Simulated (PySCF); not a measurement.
# C₄H₂F₂O₂: a tour of settings

Aim: see how C₄H₂F₂O₂ (`FC1=C(F)OC=CO1`) answers to the choice of functional, basis, grid and SCF options.

Programs: PySCF 2.14.0, with density-fitted response routines of our own. Each step states its level of theory. These are calculated values for one molecule in the gas phase, unless marked as measured. Atoms count from 0, in the outputs and in this text.

## (1) The starting structure

10 atoms, charge 0, multiplicity 1; geometry from: GFN2-xTB.

Bonds of the start (Å): F0–C1 1.33, C1–C2 1.33, C2–F3 1.33, C2–O4 1.38, O4–C5 1.39, C5–C6 1.32, C6–O7 1.39, O7–C1 1.38, C5–H8 1.07, C6–H9 1.07.

## (2) Shielding tensors: PBE0/pcSseg-1

What the job is given:

```
{"job": {"kind": "nmr", "xc": "PBE0", "basis": "pcSseg-1"}, "charge": 0, "multiplicity": 1}
F      2.043653    -1.616885     0.181526
C      1.021762    -0.771925     0.090517
C      1.160735     0.547467     0.063296
F      2.336663     1.164177     0.124128
O      0.112334     1.433517    -0.031255
C     -1.109875     0.779046    -0.100231
C     -1.247715    -0.533704    -0.073229
O     -0.187870    -1.424275     0.027570
H     -1.928666     1.470700    -0.178324
H     -2.192138    -1.043463    -0.126525
```

Level: GIAO PBE0/pcSseg-1 NMR shielding, non-relativistic, gas phase.

Started as:

```bash
$ OMP_NUM_THREADS=1 python probes_run.py task.json out
```

One launch serves the whole session: the jobs run in the order shown.

Standard output:

```text
coarse grid: 9928 points
cycle   1  E = -502.8976602811  dE =  1.715e+00  |g| = 8.276e-01  |ddm| = 3.125e+00
cycle   2  E = -502.7594990281  dE =  1.382e-01  |g| = 1.240e+00  |ddm| = 1.187e+00
cycle   3  E = -503.0095401350  dE = -2.500e-01  |g| = 7.369e-02  |ddm| = 7.742e-01
cycle   4  E = -503.0104340492  dE = -8.939e-04  |g| = 1.472e-02  |ddm| = 4.311e-02
cycle   5  E = -503.0104711414  dE = -3.709e-05  |g| = 7.237e-03  |ddm| = 1.657e-02
cycle   6  E = -503.0104836600  dE = -1.252e-05  |g| = 5.933e-04  |ddm| = 5.603e-03
cycle   7  E = -503.0104837015  dE = -4.147e-08  |g| = 3.424e-04  |ddm| = 4.922e-04
final grid: 101200 points
cycle   8  E = -503.0917373190  dE = -2.452e-05  |g| = 1.315e-02  |ddm| = 2.062e-02
cycle   9  E = -503.0916955403  dE =  4.178e-05  |g| = 2.050e-02  |ddm| = 1.891e-02
cycle  10  E = -503.0917665813  dE = -7.104e-05  |g| = 5.767e-04  |ddm| = 1.184e-02
cycle  11  E = -503.0917666441  dE = -6.278e-08  |g| = 2.455e-04  |ddm| = 5.897e-04
cycle  12  E = -503.0917666546  dE = -1.048e-08  |g| = 7.953e-05  |ddm| = 1.956e-04
cycle  13  E = -503.0917666554  dE = -8.158e-10  |g| = 1.995e-05  |ddm| = 5.307e-05
converged SCF energy = -503.0917666554

GIAO shielding tensors (ppm)
atom      isotropic    diamagn.    paramagn.     s11        s22        s33       span
  0 F      327.182     469.250    -142.068    302.469    328.305    350.771     48.302
  1 C       36.126     250.076    -213.949     -0.753     44.017     65.114     65.867
  2 C       36.115     250.088    -213.973     -0.772     44.032     65.085     65.857
  3 F      327.255     469.245    -141.990    302.519    328.274    350.970     48.451
  4 O      224.461     397.387    -172.926    171.516    248.603    253.265     81.749
  5 C       52.711     251.204    -198.493    -28.984     84.331    102.787    131.771
  6 C       52.715     251.206    -198.491    -28.975     84.300    102.818    131.793
  7 O      224.413     397.398    -172.985    171.429    248.664    253.147     81.718
  8 H       26.046      29.328      -3.282     24.644     26.075     27.419      2.775
  9 H       26.049      29.337      -3.288     24.645     26.076     27.426      2.781
```

Run time: 17 s. Hardware: 1 thread of Arm Neoverse V1, shared host; peak memory 0.7 GiB.

Shifts follow as δ = σ(reference) − σ, with reference shieldings (ppm) from runs at the same level and on the same kind of geometry: ¹H TMS 31.72, ¹³C TMS 186.9, ¹⁹F CFCl3 170.9, ¹⁷O H2O 336.1. The references are single molecules in the gas phase, so shifts against H2O, NH3, PH3, H3PO4 or CFCl3 are not on the usual liquid scales and can be off by tens of ppm. Atoms listed in one row are averaged.

| atoms | environment | σ (ppm) | δ (ppm) | δ scaled to CDCl3 |
| --- | --- | --- | --- | --- |
| C1, C2 | alkene carbon bearing oxygen | 36.1 | 150.8 | 145.3 |
| C5, C6 | alkene carbon bearing oxygen | 52.7 | 134.2 | 129.1 |
| H8, H9 | hydrogen on an alkene carbon bearing oxygen | 26.05 | 5.67 | 5.45 |
| F0, F3 | vinylic fluorine | 327.2 | -156.3 | – |
| O4, O7 | ether oxygen | 224.4 | 111.6 | – |

The scaled column applies a straight-line fit of computed shieldings to shifts measured in CDCl3, and one for carbons that bear F (root-mean-square error 0.16 ppm for H, 1.9 ppm for C).

Charges from the same density, by scheme (e):

| atoms | Mulliken | IAO | Hirshfeld | ESP fit |
| --- | --- | --- | --- | --- |
| F0, F3 | -0.24 | -0.23 | -0.07 | -0.15 |
| C1, C2 | 0.43 | 0.37 | 0.10 | 0.26 |
| O4, O7 | -0.43 | -0.31 | -0.11 | -0.19 |
| C5, C6 | 0.11 | -0.01 | 0.01 | -0.13 |

Mayer bond orders: F0–C1 1.00, C1–C2 1.75, C2–F3 1.00, C2–O4 0.96, O4–C5 0.94, C5–C6 1.85, C6–O7 0.94, O7–C1 0.96.

Ring of atoms C1, C2, O4, C5, C6, O7: NICS(0) 4.0, NICS(1) 3.7, NICS(1)zz 17.7 ppm (means of both faces).

The fields below are evaluated on a grid from the run's orbitals.

Frontier orbitals at PBE0/pcSseg-1, with the share of their density that lies nearest to each atom:

| orbital | energy (eV) | lies on |
| --- | --- | --- |
| HOMO | -6.11 | O4, O7 about 20 % each; C1, C2 about 17 % each; C5, C6 about 9 % each |
| LUMO | -0.45 | C5, C6 about 24 % each; C1, C2 about 13 % each; H8, H9 about 7 % each |

ELF in a plane through or near 10 of the atoms.

Ten even steps from '0' (0.00) to '9' (1.00):
```
0000000000000000000000000000
0000000000000000000000000000
0000000000000110000000000000
0000001221002553100000000000
0000015664015886200587100000
0000137886116897214999610000
0000367577336327459999930000
0000368677348548649999940000
0000257653254555073888300000
0000000025554005655310000000
0000000025554005655310000000
0000256653314555163898400000
0000368677448558649999940000
0000368367336237459999940000
0000137886116887204999610000
0000015674005886200597100000
0000001231002553100000000000
0000000000000110000000000000
0000000000000000000000000000
0000000000000000000000000000
```
The map spans 9.6 Å across and 8.1 Å up, centred on the molecule. Atoms in the plane (x, y in Å): F0 (-2.2, -1.4), C1 (-1.1, -0.7), C2 (-1.1, 0.7), F3 (-2.2, 1.4), O4 (0.0, 1.4), C5 (1.2, 0.7), C6 (1.2, -0.7), O7 (0.0, -1.4), H8 (2.1, 1.3), H9 (2.1, -1.3).

log10 of the density (e/Å³) in the same plane.

Ten even steps from '0' (-4.0) to '9' (2.5):
```
0000000000000000000000000000
0000000000001111000000000000
0000012222122332211100000000
0000223433333444322222100000
0001345554445555433333210000
0012446665555665544444320000
0012457876556786555654321000
0012456776666776666665321000
0012345666876666686654321000
0001334456666555666544221000
0001334456666555666544221000
0012345666776666676654321000
0012456776666776666665321000
0012457876556896555654321000
0012446665555665544444320000
0001345554445555433333210000
0000223433333444322222100000
0000012222122332211110000000
0000000000000111000000000000
0000000000000000000000000000
```
The map spans 9.6 Å across and 8.1 Å up, centred on the molecule. Atoms in the plane (x, y in Å): F0 (-2.2, -1.4), C1 (-1.1, -0.7), C2 (-1.1, 0.7), F3 (-2.2, 1.4), O4 (0.0, 1.4), C5 (1.2, 0.7), C6 (1.2, -0.7), O7 (0.0, -1.4), H8 (2.1, 1.3), H9 (2.1, -1.3).

On the surface of density 0.002 e/bohr³ the electrostatic potential runs, from the 1st to the 99th percentile, from -0.78 V near O7 to 1.61 V near H8.

## (3) Ultraviolet spectrum: PBE0/def2-SVPD

Settings changed since step 2:

```diff
@@ -1,2 +1,2 @@
-{"job": {"kind": "nmr", "xc": "PBE0", "basis": "pcSseg-1"}, "charge": 0, "multiplicity": 1}
+{"job": {"kind": "uv", "xc": "PBE0", "basis": "def2-SVPD", "nstates": 6, "ntriplets": 2}, "charge": 0, "multiplicity": 1}
 F      2.043653    -1.616885     0.181526
```

With the program's defaults for keys left out, this is: TDDFT PBE0/def2-SVPD, vertical, gas phase, core orbitals frozen in the response.

Standard output:

```text
coarse grid: 9928 points
cycle   1  E = -502.6117541136  dE =  1.653e+00  |g| = 7.709e-01  |ddm| = 5.140e+00
cycle   2  E = -502.4840139729  dE =  1.277e-01  |g| = 1.156e+00  |ddm| = 1.923e+00
cycle   3  E = -502.7153183684  dE = -2.313e-01  |g| = 7.310e-02  |ddm| = 1.161e+00
cycle   4  E = -502.7162102503  dE = -8.919e-04  |g| = 1.708e-02  |ddm| = 9.996e-02
cycle   5  E = -502.7162644360  dE = -5.419e-05  |g| = 8.190e-03  |ddm| = 3.226e-02
cycle   6  E = -502.7162788334  dE = -1.440e-05  |g| = 2.010e-03  |ddm| = 1.004e-02
cycle   7  E = -502.7162794750  dE = -6.416e-07  |g| = 4.377e-04  |ddm| = 1.976e-03
final grid: 101200 points
cycle   8  E = -502.7968970749  dE = -2.254e-05  |g| = 1.220e-02  |ddm| = 1.254e-01
cycle   9  E = -502.7968583005  dE =  3.877e-05  |g| = 1.914e-02  |ddm| = 2.791e-02
cycle  10  E = -502.7969241072  dE = -6.581e-05  |g| = 6.011e-04  |ddm| = 1.724e-02
cycle  11  E = -502.7969241834  dE = -7.621e-08  |g| = 2.290e-04  |ddm| = 1.029e-03
cycle  12  E = -502.7969241926  dE = -9.157e-09  |g| = 8.062e-05  |ddm| = 2.965e-04
cycle  13  E = -502.7969241935  dE = -9.785e-10  |g| = 2.158e-05  |ddm| = 8.815e-05
converged SCF energy = -502.7969241935

Static polarisability (au): isotropic 51.455, principal 35.397 58.086 60.882

Singlet excitations
state   eV       nm        f      main configurations
  1   4.3435    285.4   0.00020   H->L 0.99
  2   5.2624    235.6   0.01402   H->L+1 0.97
  3   5.6562    219.2   0.00079   H->L+2 0.84, H->L+4 0.12
  4   6.3625    194.9   0.00145   H->L+4 0.82, H->L+2 0.13
  5   6.6247    187.2   0.00000   H->L+3 0.99
  6   6.8142    181.9   0.00001   H-1->L 0.51, H->L+5 0.48

Triplet excitations (Tamm-Dancoff, eV): 3.2493 4.5717
```

Wall time 25 s (1 thread of Arm Neoverse V1, shared host); peak memory 0.76 GiB.

Frontier orbitals and where they lie:

| orbital | eV | atoms |
| --- | --- | --- |
| HOMO−3 | -11.81 | O4 34 %, O7 34 %, F3 8 % |
| HOMO−2 | -11.05 | O4 24 %, O7 24 %, C5 10 % |
| HOMO−1 | -8.58 | C5 22 %, C6 22 %, C2 14 % |
| HOMO | -6.22 | O4 21 %, O7 21 %, C2 15 % |
| LUMO | -0.52 | C6 25 %, C5 25 %, C1 11 % |
| LUMO+1 | 0.37 | C5 18 %, C6 18 %, C2 15 % |
| LUMO+2 | 0.85 | C2 12 %, C1 12 %, O4 12 % |

With each of the 6 states as a Gaussian band of 0.4 eV half-width at 1/e, the curve within the window shown has maxima at 235 nm (ε 580), 195 nm (ε 61) L/(mol cm). Beyond the last state computed it falls off for lack of states. The curve at chosen wavelengths:

nm, ε (L/mol/cm) and a bar:
```
      174          2 
      180         12 #
      186         35 ##
      193         59 ###
      199         58 ###
      205         56 ###
      211         94 #####
      218        226 ############
      224        395 ####################
      230        538 ############################
      236        578 ##############################
      243        483 #########################
      249        340 ##################
      255        205 ###########
      261        110 ######
      268         49 ##
      274         25 #
      280         15 #
      286         11 #
      293          8 
      299          7 
      305          5 
      311          4 
      318          2 
      324          1 
      330          1
```

Leading natural transition orbitals of singlet state 2: the hole lies on O4, O7 about 20 % each; C1, C2 about 16 % each; C5, C6 about 10 % each; the particle on O4, O7 about 13 % each; H8, H9 about 11 % each; C5, C6 about 10 % each.

Leading natural transition orbitals of singlet state 1: the hole lies on O4, O7 about 23 % each; C1, C2 about 16 % each; C5, C6 about 7 % each; the particle on C5, C6 about 23 % each; C1, C2 about 13 % each; H8, H9 about 8 % each.

Ground-state properties from the same run:

| property | computed |
| --- | --- |
| dipole moment (D) | 2.79 |
| polarisability (Å³) | 7.62 |
| HOMO–LUMO gap (eV) | 5.70 |
| −ε(HOMO) (eV) | 6.22 |

## (4) Shielding tensors: PBE0/pcSseg-1

Settings changed since step 3:

```diff
@@ -1,2 +1,2 @@
-{"job": {"kind": "uv", "xc": "PBE0", "basis": "def2-SVPD", "nstates": 6, "ntriplets": 2}, "charge": 0, "multiplicity": 1}
+{"job": {"kind": "nmr", "xc": "PBE0", "basis": "pcSseg-1", "pop": true}, "charge": 0, "multiplicity": 1}
 F      2.043653    -1.616885     0.181526
```

Method: GIAO PBE0/pcSseg-1 NMR shielding, non-relativistic, gas phase.

Standard output:

```text
coarse grid: 9928 points
cycle   1  E = -502.8976602811  dE =  1.715e+00  |g| = 8.276e-01  |ddm| = 3.125e+00
cycle   2  E = -502.7594990281  dE =  1.382e-01  |g| = 1.240e+00  |ddm| = 1.187e+00
cycle   3  E = -503.0095401350  dE = -2.500e-01  |g| = 7.369e-02  |ddm| = 7.742e-01
cycle   4  E = -503.0104340492  dE = -8.939e-04  |g| = 1.472e-02  |ddm| = 4.311e-02
cycle   5  E = -503.0104711414  dE = -3.709e-05  |g| = 7.237e-03  |ddm| = 1.657e-02
cycle   6  E = -503.0104836600  dE = -1.252e-05  |g| = 5.933e-04  |ddm| = 5.603e-03
cycle   7  E = -503.0104837015  dE = -4.147e-08  |g| = 3.424e-04  |ddm| = 4.922e-04
final grid: 101200 points
cycle   8  E = -503.0917373190  dE = -2.452e-05  |g| = 1.315e-02  |ddm| = 2.062e-02
cycle   9  E = -503.0916955403  dE =  4.178e-05  |g| = 2.050e-02  |ddm| = 1.891e-02
cycle  10  E = -503.0917665813  dE = -7.104e-05  |g| = 5.767e-04  |ddm| = 1.184e-02
cycle  11  E = -503.0917666441  dE = -6.278e-08  |g| = 2.455e-04  |ddm| = 5.897e-04
cycle  12  E = -503.0917666546  dE = -1.048e-08  |g| = 7.953e-05  |ddm| = 1.956e-04
cycle  13  E = -503.0917666554  dE = -8.158e-10  |g| = 1.995e-05  |ddm| = 5.307e-05
converged SCF energy = -503.0917666554

GIAO shielding tensors (ppm)
atom      isotropic    diamagn.    paramagn.     s11        s22        s33       span
  0 F      327.182     469.250    -142.068    302.469    328.305    350.771     48.302
  1 C       36.126     250.076    -213.949     -0.753     44.017     65.114     65.867
  2 C       36.115     250.088    -213.973     -0.772     44.032     65.085     65.857
  3 F      327.255     469.245    -141.990    302.519    328.274    350.970     48.451
  4 O      224.461     397.387    -172.926    171.516    248.603    253.265     81.749
  5 C       52.711     251.204    -198.493    -28.984     84.331    102.787    131.771
  6 C       52.715     251.206    -198.491    -28.975     84.300    102.818    131.793
  7 O      224.413     397.398    -172.985    171.429    248.664    253.147     81.718
  8 H       26.046      29.328      -3.282     24.644     26.075     27.419      2.775
  9 H       26.049      29.337      -3.288     24.645     26.076     27.426      2.781
```

Wall time 13 s (1 thread of Arm Neoverse V1, shared host); peak memory 0.72 GiB.

This run: δ C1 150.8, C5 134.2, F0 -156.3, O4 111.6, H8 5.67 ppm (means over like atoms).

## (5) NMR shieldings: PBE0/pcSseg-1

Settings changed since step 4:

```diff
@@ -1,2 +1,2 @@
-{"job": {"kind": "nmr", "xc": "PBE0", "basis": "pcSseg-1", "pop": true}, "charge": 0, "multiplicity": 1}
+{"job": {"kind": "nmr", "xc": "PBE0", "basis": "pcSseg-1", "pop": true, "scf": {"level_shift": 0.3}}, "charge": 0, "multiplicity": 1}
 F      2.043653    -1.616885     0.181526
```

With the program's defaults for keys left out, this is: GIAO PBE0/pcSseg-1 NMR shielding, non-relativistic, gas phase.

Standard output:

```text
final grid: 101200 points
cycle   1  E = -502.8860732550  dE =  1.809e+00  |g| = 1.028e+00  |ddm| = 3.047e+00
cycle   2  E = -502.9513150013  dE = -6.524e-02  |g| = 9.648e-01  |ddm| = 1.016e+00
cycle   3  E = -503.0845026852  dE = -1.332e-01  |g| = 1.892e-01  |ddm| = 3.351e-01
cycle   4  E = -503.0914932244  dE = -6.991e-03  |g| = 3.386e-02  |ddm| = 1.252e-01
cycle   5  E = -503.0917391971  dE = -2.460e-04  |g| = 1.000e-02  |ddm| = 3.929e-02
cycle   6  E = -503.0917613411  dE = -2.214e-05  |g| = 4.623e-03  |ddm| = 1.223e-02
cycle   7  E = -503.0917661352  dE = -4.794e-06  |g| = 1.055e-03  |ddm| = 3.793e-03
cycle   8  E = -503.0917665892  dE = -4.540e-07  |g| = 2.927e-04  |ddm| = 1.361e-03
cycle   9  E = -503.0917666449  dE = -5.571e-08  |g| = 1.243e-04  |ddm| = 5.134e-04
cycle  10  E = -503.0917666540  dE = -9.066e-09  |g| = 4.050e-05  |ddm| = 2.048e-04
cycle  11  E = -503.0917666553  dE = -1.246e-09  |g| = 1.448e-05  |ddm| = 8.093e-05
cycle  12  E = -503.0917666554  dE = -1.714e-10  |g| = 5.388e-06  |ddm| = 3.137e-05
level shift removed, Fock matrix diagonalised once more
converged SCF energy = -503.0917666554

GIAO shielding tensors (ppm)
atom      isotropic    diamagn.    paramagn.     s11        s22        s33       span
  0 F      327.180     469.250    -142.070    302.467    328.303    350.769     48.302
  1 C       36.126     250.076    -213.950     -0.753     44.017     65.114     65.867
  2 C       36.114     250.088    -213.974     -0.773     44.031     65.084     65.857
  3 F      327.252     469.245    -141.992    302.518    328.271    350.969     48.451
  4 O      224.459     397.387    -172.928    171.516    248.597    253.264     81.748
  5 C       52.712     251.204    -198.492    -28.983     84.333    102.788    131.771
  6 C       52.716     251.206    -198.490    -28.974     84.301    102.819    131.793
  7 O      224.412     397.398    -172.987    171.430    248.660    253.145     81.715
  8 H       26.046      29.328      -3.282     24.644     26.075     27.419      2.775
  9 H       26.049      29.337      -3.288     24.645     26.076     27.426      2.781
```

Run time: 15 s. Hardware: 1 thread of Arm Neoverse V1, shared host; peak memory 0.71 GiB.

Key values: δ C1 150.8, C5 134.2, F0 -156.3, O4 111.6, H8 5.67 ppm (means over like atoms).

## (6) NMR shieldings: HSE06/6-31++G**

Settings changed since step 5:

```diff
@@ -1,2 +1,2 @@
-{"job": {"kind": "nmr", "xc": "PBE0", "basis": "pcSseg-1", "pop": true, "scf": {"level_shift": 0.3}}, "charge": 0, "multiplicity": 1}
+{"job": {"kind": "nmr", "xc": "HSE06", "basis": "6-31++G**", "pop": false}, "charge": 0, "multiplicity": 1}
 F      2.043653    -1.616885     0.181526
```

Method: GIAO HSE06/6-31++G** NMR shielding, non-relativistic, gas phase.

Standard output:

```text
coarse grid: 9928 points
cycle   1  E = -503.1451546608  dE =  1.703e+00  |g| = 7.460e-01  |ddm| = 3.829e+00
cycle   2  E = -502.9979494657  dE =  1.472e-01  |g| = 1.180e+00  |ddm| = 2.167e+00
cycle   3  E = -503.2427248427  dE = -2.448e-01  |g| = 7.640e-02  |ddm| = 1.326e+00
cycle   4  E = -503.2437499538  dE = -1.025e-03  |g| = 2.110e-02  |ddm| = 9.312e-02
cycle   5  E = -503.2438460286  dE = -9.607e-05  |g| = 9.100e-03  |ddm| = 2.885e-02
cycle   6  E = -503.2438606514  dE = -1.462e-05  |g| = 2.579e-03  |ddm| = 1.037e-02
cycle   7  E = -503.2438636418  dE = -2.990e-06  |g| = 4.165e-04  |ddm| = 2.442e-03
final grid: 101200 points
cycle   8  E = -503.2018139575  dE = -2.224e-05  |g| = 1.305e-02  |ddm| = 7.057e-02
cycle   9  E = -503.2017698742  dE =  4.408e-05  |g| = 2.110e-02  |ddm| = 2.465e-02
cycle  10  E = -503.2018422538  dE = -7.238e-05  |g| = 6.497e-04  |ddm| = 1.721e-02
cycle  11  E = -503.2018422702  dE = -1.639e-08  |g| = 1.872e-04  |ddm| = 8.427e-04
cycle  12  E = -503.2018422779  dE = -7.708e-09  |g| = 6.399e-05  |ddm| = 2.933e-04
cycle  13  E = -503.2018422785  dE = -6.573e-10  |g| = 2.551e-05  |ddm| = 9.132e-05
converged SCF energy = -503.2018422785

GIAO shielding tensors (ppm)
atom      isotropic    diamagn.    paramagn.     s11        s22        s33       span
  0 F      333.984     469.389    -135.405    317.259    330.312    354.381     37.122
  1 C       56.102     246.257    -190.155     25.067     61.660     81.578     56.512
  2 C       56.093     246.268    -190.175     25.051     61.670     81.558     56.507
  3 F      334.050     469.392    -135.342    317.316    330.284    354.551     37.235
  4 O      236.828     393.217    -156.389    187.282    260.145    263.059     75.777
  5 C       71.819     252.503    -180.684      0.711     98.279    116.467    115.755
  6 C       71.822     252.498    -180.676      0.718     98.251    116.496    115.778
  7 O      236.792     393.245    -156.454    187.207    260.205    262.963     75.756
  8 H       26.016      29.202      -3.186     24.577     26.082     27.388      2.811
  9 H       26.019      29.208      -3.190     24.578     26.082     27.396      2.818
```

Run time: 29 s. Hardware: 1 thread of Arm Neoverse V1, shared host; peak memory 0.8 GiB.

Key values: δ C1 141.8, C5 126.1, F0 -144.3, O4 100.9, H8 5.83 ppm (means over like atoms).

## (7) Outcome

| quantity | value |
| --- | --- |
| ¹³C shifts against TMS (PBE0/pcSseg-1, means over atoms taken as alike) | 150.8, 134.2 ppm |
| ¹H shifts against TMS (PBE0/pcSseg-1, means over atoms taken as alike) | 5.67 ppm |
| ¹⁹F shifts against CFCl3 (PBE0/pcSseg-1, means over atoms taken as alike) | -156.3 ppm |
| ¹⁷O shifts against H2O (PBE0/pcSseg-1, means over atoms taken as alike) | 111.6 ppm |
| surface potential, 1st and 99th percentile | -0.78 V and 1.61 V |
| lowest singlet (PBE0/def2-SVPD) | 4.34 eV (285 nm), f = 0.000 |
| brightest single state of those computed | state 2, 5.26 eV, f = 0.014 |
| lowest triplet | 3.25 eV |

Single values in the summary come from the first run of each kind that ended normally (PBE0/pcSseg-1; PBE0/def2-SVPD), which need not be the best level. At PBE0/pcSseg-1: The widest tensor belongs to C5, C6: span 132 ppm, with a paramagnetic part of -198 ppm. NICS(1)zz of 18 ppm above the planar ring from C1 marks a paratropic (antiaromatic) ring current. By nearest atom (PBE0/pcSseg-1), the HOMO sits on O4, O7 about 20 % each; C1, C2 about 17 % each and the LUMO on C5, C6 about 24 % each; C1, C2 about 13 % each. The first singlet state (HOMO→LUMO 0.99) lies at 4.34 eV and is dark; of the 6 states computed, the strongest absorption comes from state 2 at 5.26 eV. The lowest triplet lies 1.09 eV below the lowest singlet (triplets in Tamm-Dancoff, singlets in full TDDFT).
